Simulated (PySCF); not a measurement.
# CoO₃⁻: relaxation and vibrations of the singlet

Where does singlet CoO₃⁻ go from a trigonal planar start, is the end point a minimum, and what are its modes, charges and moments?

Computed with PySCF 2.14.0. Level: B3LYP, basis Co def2-SVPD, O def2-SVPD, no relativity, density fitting.

### 1 The system as given

4 atoms, charge -1, spin multiplicity 1.

Bond lengths: Co1–O2 1.600 Å, Co1–O3 1.600 Å, Co1–O4 1.600 Å. Angles: O2–Co1–O3 120.0°, O2–Co1–O4 120.0°, O3–Co1–O4 120.0°.

Coordinates in bohr (charge -1 multiplicity 1):
```
Co    0.0000    0.0000    0.0000
O     3.0235    0.0000    0.0000
O    -1.5118    2.6184    0.0000
O    -1.5117   -2.6185    0.0000
```

### 2 Relaxation: trigonal planar start, singlet

The steps below are one call of a driver around PySCF. For each, scf.py gives the equivalent set-up of the SCF; relaxations use the driver's own optimiser. Before each start the driver seeks the lowest SCF state from one or more starting densities and follows internal instabilities, so scf.py alone need not reach the same state.

The program finds D3h symmetry in the start, which this walk keeps. Threshold on the gradient: 0.0003 Eh/bohr, with a further test on the energy change.

Contents of scf.py:

```python
from pyscf import gto, scf, dft
mol = gto.M(atom='''
Co    -0.000000     0.000000     0.000000
O      1.599977     0.000020    -0.000000
O     -0.800006     1.385610     0.000000
O     -0.799971    -1.385630    -0.000000''',
    basis={'Co': 'def2-SVPD', 'O': 'def2-SVPD'},
    charge=-1, spin=0)
mf = dft.RKS(mol, xc='B3LYP')
mf.grids.atom_grid = (50, 194)
aux = {'Co': 'def2-universal-JKFIT', 'O': 'def2-universal-JKFIT'}
mf = mf.density_fit(auxbasis=aux)
mf.kernel()
```

Energy and gradient, step by step:

| step | energy (Eh) | change (kJ/mol) | largest symmetric gradient (Eh/bohr) |
| --- | --- | --- | --- |
| 0 | -1608.081700 | 0.00 | 0.01236 |
| 1 | -1608.082207 | -1.33 | 0.00019 |
| 2 | -1608.082207 | -1.33 | 0.00002 |

The walk took 9.1 s on 4 threads, shared host.

Positions (Å) and forces (eV/Å) along the way, with the part that breaks the symmetry left in:

```
step 0
Co   0.000   0.000   0.000   2.840   0.000   0.000
O    1.600   0.000   0.000  -0.475   0.000   0.000
O   -0.800   1.386   0.000  -1.182   0.693   0.000
O   -0.800  -1.386   0.000  -1.182  -0.693   0.000
step 1
Co   0.000   0.000   0.000   2.709   0.000   0.000
O    1.615   0.000   0.000  -1.061   0.000   0.000
O   -0.807   1.399   0.000  -0.824   0.120   0.000
O   -0.807  -1.399   0.000  -0.824  -0.120   0.000
step 2
Co   0.000   0.000   0.000   2.712   0.000   0.000
O    1.615   0.000   0.000  -1.053   0.000   0.000
O   -0.807   1.398   0.000  -0.829   0.128   0.000
O   -0.807  -1.398   0.000  -0.829  -0.128   0.000
```

It settles in D3h symmetry, 1.3 kJ/mol below the start, after 2 steps: Co–O 1.615 Å (×3); O–Co–O 120.0° (×3). A gradient of 0.0527 Eh/bohr that breaks the symmetry is left: this electronic state wants a lower symmetry.

### 3 Relaxing without the symmetry constraint

The geometry is nudged along the force that breaks the symmetry.

The program finds C2v symmetry in the start, which may break. The walk stops when the largest gradient is under 0.0003 Eh/bohr and the energy has settled too.

Edit scf.py of step 2 so:

```diff
@@ -3,4 +3,4 @@
-Co    -0.000000     0.000000     0.000000
-O      1.599977     0.000020    -0.000000
-O     -0.800006     1.385610     0.000000
-O     -0.799971    -1.385630    -0.000000''',
+Co     0.044880    -0.000003     0.000000
+O      1.559564    -0.000100     0.000000
+O     -0.862372     1.408359    -0.000000
+O     -0.862552    -1.408249     0.000000''',
```

The optimiser's trace:

| step | energy (Eh) | change (kJ/mol) | largest gradient (Eh/bohr) |
| --- | --- | --- | --- |
| 0 | -1608.078859 | 0.00 | 0.08989 |
| 1 | -1608.085659 | -17.85 | 0.00616 |
| 2 | -1608.085882 | -18.44 | 0.00259 |
| 3 | -1608.085901 | -18.49 | 0.00058 |
| 4 | -1608.085901 | -18.49 | 0.00005 |

The walk took 16 s.

After 4 steps and 18.5 kJ/mol it ends at C2v: Co–O 1.586 Å, Co–O 1.627 Å (×2); O–Co–O 111.7°, O–Co–O 124.1° (×2).

### 4 Hessian and properties

The point is checked on the finer grid, and tightened if its gradient asks for it. The Hessian and the dipole derivatives come from central differences of analytic gradients, with steps of 0.01 bohr.

Edit scf.py of step 3 so:

```diff
@@ -3,4 +3,4 @@
-Co     0.044880    -0.000003     0.000000
-O      1.559564    -0.000100     0.000000
-O     -0.862372     1.408359    -0.000000
-O     -0.862552    -1.408249     0.000000''',
+Co     0.036471    -0.000004     0.000000
+O      1.621925    -0.000158     0.000000
+O     -0.877382     1.345972    -0.000000
+O     -0.877643    -1.345802    -0.000000''',
@@ -10 +10 @@
-mf.grids.atom_grid = (50, 194)
+mf.grids.atom_grid = (75, 302)
```

The driver hands on the density of the step before, so the log starts near convergence.

Log of the central SCF (cycles and frontier levels):

```text
init E= -1608.08603255416
  HOMO = -0.0499467733983687  LUMO = 0.0181836054786366  gap/eV = 1.85392
cycle= 1 E= -1608.08603255191  delta_E= 2.24e-09  |g|= 0.000127  |ddm|= 5.9e-05
  HOMO = -0.0499382816734544  LUMO = 0.0182111928362705  gap/eV = 1.85444
cycle= 2 E= -1608.08603243626  delta_E= 1.16e-07  |g|= 0.000917  |ddm|= 0.000412
  HOMO = -0.0499465546339222  LUMO = 0.0181874594752287  gap/eV = 1.85402
cycle= 3 E= -1608.08603255388  delta_E= -1.18e-07  |g|= 3.98e-05  |ddm|= 0.000357
  HOMO = -0.0499455818421524  LUMO = 0.0181872679294894  gap/eV = 1.85399
cycle= 4 E= -1608.08603255419  delta_E= -3.19e-10  |g|= 1.45e-06  |ddm|= 2.28e-05
  HOMO = -0.0499457136647683  LUMO = 0.0181871298239855  gap/eV = 1.85399
cycle= 5 E= -1608.08603255419  delta_E= 4.09e-12  |g|= 1.49e-06  |ddm|= 1.67e-06
  HOMO = -0.0499457148708986  LUMO = 0.0181871516344065  gap/eV = 1.85399
Extra cycle  E= -1608.08603255418  delta_E= 1.14e-11  |g|= 1.05e-05  |ddm|= 8.63e-06
converged SCF energy = -1608.08603255418
```

The whole step took 67 s.

Geometry: C2v; Co–O 1.585 Å, Co–O 1.627 Å (×2); O–Co–O 111.6°, O–Co–O 124.2° (×2).

Modes, for the most abundant isotopes:

```
symmetry  ω (cm⁻¹)  IR (km/mol)
      b1       214         24.8
      b2       216         72.0
      a1       350          0.0
      b2       772          474
      a1       841          0.1
      a1       969          204
```

No imaginary mode, so this is a minimum.

Properties at this point:

```
Dipole moment about the centre of mass                          : 1.08 D
Highest occupied level                                          : -1.36 eV
Lowest empty level                                              : 0.49 eV
Rotational constants                                            : 0.2909, 0.2524, 0.1351 cm⁻¹
Zero-point energy                                               : 20.1 kJ/mol
Principal polarisabilities                                      : 33.1, 60.6, 70.5 bohr³
Principal traceless quadrupole moments about the centre of mass : -5.16, -4.75, 9.92 D Å
Entropy at 298.15 K and 1 bar                                   : 288.1 J/(mol K)
Heat capacity Cp at 298.15 K                                    : 62.2 J/(mol K)
Enthalpy at 298.15 K above 0 K                                  : 14.20 kJ/mol
Rotational symmetry number                                      : 2
```

Charges (e) and bond orders:

| atom | Mulliken | Löwdin | polar tensor | Mayer order to Co1 |
| --- | --- | --- | --- | --- |
| Co1 | 1.37 | 1.02 | 1.56 | – |
| O2 | -0.79 | -0.63 | -0.83 | 1.29 |
| O3,4 | -0.79 | -0.70 | -0.86 | 1.21 |

Mulliken populations on Co1: s 6.31, p 12.22, d 7.10, f 0.00.

### 5 Stability of the closed shell

At the lowest minimum the closed shell is tested against spin polarisation, on the (50, 194) grid. It is unstable: an open-shell solution lies lower. That solution was not followed to a minimum here.

### 6 Results

| quantity | value |
| --- | --- |
| minimum | singlet, C2v (closed shell, unstable towards spin polarisation) |
| geometry | Co–O 1.585 Å, Co–O 1.627 Å (×2); O–Co–O 111.6°, O–Co–O 124.2° (×2) |
| wavenumbers (cm⁻¹) | 214 (b1), 216 (b2), 350 (a1), 772 (b2), 841 (a1), 969 (a1) |
| dipole moment (centre of mass) | 1.08 D |
| highest occupied, lowest empty level | -1.36, 0.49 eV |
| polar-tensor charge of Co1 | +1.56 e |
| zero-point energy | 20.1 kJ/mol |

From D3h at the start the molecule goes to a C2v minimum. In the infrared the band at 772 cm⁻¹ (b2, stretch) leads. Other starts or spin states, not run here, may lie lower. The closed shell proved unstable towards spin polarisation, so a lower open-shell solution exists.

The search up to here took 1.9 min on 4 threads, shared host.
